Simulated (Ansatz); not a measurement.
# CuI: the cost of one run

Computed with Ansatz 0.2.0 (the levels named in each step, unless a step's input says otherwise).

### Step 1. The structure to begin with

Bond lengths: Cu1–I2 2.405 Å.

As a file:

```xyz
2

Cu    0.0000    0.0000    0.0000
I     0.0000    0.0000    2.4049
```

### Step 2. A rough first relaxation, PBE-D4/def2-SVP

This run stands in another session on the same molecule. It ended at:

```xyz
2

Cu    0.0000    0.0000    0.0178
I     0.0000    0.0000    2.3871
```

### Step 3. Relaxation, PBE0-D4/def2-TZVPP

This run stands in another session on the same molecule. It ended at:

```xyz
2

Cu    0.0000    0.0000    0.0151
I     0.0000    0.0000    2.3898
```

### Step 4. Bond length 2.0897 Å, PBE0-D4/def2-QZVPP

input.yaml reads:

```yaml
crystal:
  periodic: [false, false, false]
  atoms:
    - { symbol: Cu, position_ang: [0.0, 0.0, 0.0] }
    - { symbol: I, position_ang: [0.0, 0.0, 2.0897] }
basis:
  gaussian: { orbitals: def2-QZVPP.json }
hamiltonian:
  xc: pbe0
  dispersion: d4
```

Started as:

```sh
ansatz run input.yaml --threads 4 --pin off --max-ram 10240MiB --backend cpu --events-out ev --progress --plain --runs-dir out
```

Q: Estimate wall time and peak memory on 4 threads of Intel Xeon at 2.70GHz, shared host.

About 2.4 s, with a peak of 0.42 GiB.
